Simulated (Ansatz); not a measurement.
# CH2FGaO (SMILES O=[CH][GaH][F]): one structure at several levels

The atoms stand at a structure displaced at random from a GFN2-xTB minimum. How far do the functionals agree with CCSD(T) there?

Method: single points in def2-TZVPP; program: Ansatz 0.2.0, Gaussian basis.

Correlated methods freeze the cores. Filled d shells of the heavier atoms are correlated.

## 1. The system as given

SMILES `O=[CH][GaH][F]`, 6 atoms, charge 0, spin multiplicity 1.

Atoms are counted from 1 here; the program's logs count them from 0.

Bond lengths: O1–C2 1.209 Å, C2–Ga3 2.080 Å, C2–H5 1.212 Å, Ga3–F4 1.777 Å, Ga3–H6 1.621 Å. Angles: O1–C2–Ga3 127.1°, O1–C2–H5 117.0°, Ga3–C2–H5 115.8°, C2–Ga3–F4 102.5°, C2–Ga3–H6 136.3°, F4–Ga3–H6 117.9°.

Coordinates:

| atom | x (Å) | y (Å) | z (Å) |
| --- | --- | --- | --- |
| O1 | 1.8391 | 0.3877 | -0.8804 |
| C2 | 0.7219 | -0.0490 | -0.7311 |
| Ga3 | -0.4507 | 0.0609 | 0.9833 |
| F4 | -1.9783 | -0.6746 | 0.4505 |
| H5 | 0.2334 | -0.6450 | -1.6672 |
| H6 | -0.4723 | 0.9586 | 2.3332 |

## 2. CCSD(T)/def2-TZVPP

File run/in.yaml:

```yaml
crystal:
  periodic: [false, false, false]
  atoms:
    - {symbol: O, position_ang: [1.839100, 0.387700, -0.880400]}
    - {symbol: C, position_ang: [0.721900, -0.049000, -0.731100]}
    - {symbol: Ga, position_ang: [-0.450700, 0.060900, 0.983300]}
    - {symbol: F, position_ang: [-1.978300, -0.674600, 0.450500]}
    - {symbol: H, position_ang: [0.233400, -0.645000, -1.667200]}
    - {symbol: H, position_ang: [-0.472300, 0.958600, 2.333200]}
basis:
  gaussian: {orbitals: def2-TZVPP}
correlation: {method: ccsd_t}
output: {forces: true}
```

No record of the launch command was kept for these runs.

## 3. PBE0-D4/def2-TZVPP

Edit run/in.yaml of step 2 so:

```diff
@@ -11,3 +11,3 @@
   gaussian: {orbitals: def2-TZVPP}
-correlation: {method: ccsd_t}
-output: {forces: true}
+hamiltonian: {xc: pbe0, dispersion: d4}
+output: {forces: true, orbitals: {seedname: orbitals}}
```

## 4. wB97M-V/def2-TZVPP

Edit run/in.yaml of step 3 so:

```diff
@@ -11,3 +11,3 @@
   gaussian: {orbitals: def2-TZVPP}
-hamiltonian: {xc: pbe0, dispersion: d4}
-output: {forces: true, orbitals: {seedname: orbitals}}
+hamiltonian: {xc: {name: wB97M-V}}
+output: {forces: true}
```

## 5. r2SCAN-D4/def2-TZVPP

Edit run/in.yaml of step 4 so:

```diff
@@ -11,3 +11,3 @@
   gaussian: {orbitals: def2-TZVPP}
-hamiltonian: {xc: {name: wB97M-V}}
+hamiltonian: {xc: r2scan, dispersion: d4}
 output: {forces: true}
```

## 6. PBE-D4/def2-TZVPP

Edit run/in.yaml of step 5 so:

```diff
@@ -11,3 +11,3 @@
   gaussian: {orbitals: def2-TZVPP}
-hamiltonian: {xc: r2scan, dispersion: d4}
+hamiltonian: {xc: pbe, dispersion: d4}
 output: {forces: true}
```

## 7. wB97X-V/def2-TZVPP

Edit run/in.yaml of step 6 so:

```diff
@@ -11,3 +11,3 @@
   gaussian: {orbitals: def2-TZVPP}
-hamiltonian: {xc: pbe, dispersion: d4}
+hamiltonian: {xc: {name: wB97X-V}}
 output: {forces: true}
```

## 8. CAM-B3LYP-D4/def2-TZVPP

Edit run/in.yaml of step 7 so:

```diff
@@ -11,3 +11,3 @@
   gaussian: {orbitals: def2-TZVPP}
-hamiltonian: {xc: {name: wB97X-V}}
+hamiltonian: {xc: {name: CAM-B3LYP}, dispersion: d4}
 output: {forces: true}
```

(Steps that only read results are left out.)

What does the calculation give? Wanted: energy less free atoms, CCSD(T)/def2-TZVPP; RMS force component; RMS force error; HOMO and LUMO, PBE0-D4; T1 diagnostic.

The runs gave:

| quantity | value |
| --- | --- |
| energy less free atoms, CCSD(T)/def2-TZVPP | -486.6 kcal/mol |
| RMS force component | 0.660 to 0.825 eV/Å over the methods |
| RMS force error | PBE0-D4 0.452, wB97M-V 0.359, r2SCAN-D4 0.365, PBE-D4 0.299, wB97X-V 0.288, CAM-B3LYP-D4 0.452 eV/Å |
| HOMO and LUMO, PBE0-D4 | -7.10 and -2.78 eV |
| T1 diagnostic | 0.017 |

In words: Against CCSD(T) the functionals' energies less atoms differ by -30.7 to -8.3 kcal/mol, PBE-D4 by -30.7 kcal/mol. A larger basis would deepen the CCSD(T) value, while the functionals are nearly converged already, so the order here is not reliable. The forces of wB97X-V come nearest to CCSD(T), those of PBE0-D4 are farthest. Frozen-core CCSD(T) forces in triple zeta carry basis errors of their own, and this is one geometry, so small gaps rank nothing.
